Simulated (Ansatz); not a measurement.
# BClF2H2: the cost of one run

Method: RKS PBE0-D4/def2-SVP, in Ansatz 0.2.0.

## Step 1: The starting structure

Bond lengths: B1–F3 1.320 Å, B1–F4 1.320 Å, B1–Cl5 2.160 Å, Cl5–H6 1.527 Å. Angles: F3–B1–F4 120.0°, F3–B1–Cl5 97.0°, F4–B1–Cl5 101.2°, B1–Cl5–H6 58.2°.

Coordinates:

```xyz
6

B     0.0000    0.0000    0.0000
H     0.0000    0.0000    1.5400
F     1.1431    0.0000   -0.6600
F    -1.1431    0.0000   -0.6600
Cl    0.0903   -2.0478    0.6811
H     0.0386   -0.8759    1.6586
```

## Step 2: A restrained relaxation towards end A

Springs on the bonds that form and break draw the guess towards this end; the thresholds are loose.

File input.yaml:

```yaml
crystal:
  periodic: [false, false, false]
  atoms:
    - { symbol: B, position_ang: [0.0, 0.0, 0.0] }
    - { symbol: H, position_ang: [0.0, 0.0, 1.54] }
    - { symbol: F, position_ang: [1.1431, 0.0, -0.66] }
    - { symbol: F, position_ang: [-1.1431, 0.0, -0.66] }
    - { symbol: Cl, position_ang: [0.0903, -2.0478, 0.6811] }
    - { symbol: H, position_ang: [0.0386, -0.8759, 1.6586] }
basis:
  gaussian: { orbitals: def2-SVP }
hamiltonian:
  xc: pbe0
  dispersion: d4
relax:
  f_tol: 0.15
  max_steps: 25
  restrain:
    - { distance: [0, 4], at: 3.06, k: 30.0 }
    - { distance: [5, 1], at: 1.86, k: 30.0 }
    - { distance: [0, 1], at: 1.19, k: 30.0 }
    - { distance: [5, 4], at: 1.37, k: 30.0 }
```

Run with:

```
$ ansatz run input.yaml --threads 1 --pin off --max-ram 2048MiB --backend cpu --events-out ev --progress --plain --runs-dir out
```

Q: Estimate wall time and peak memory on 1 thread of AMD EPYC 7B13 (Zen 3), shared host.

About 12 s, with a peak of 0.15 GiB.
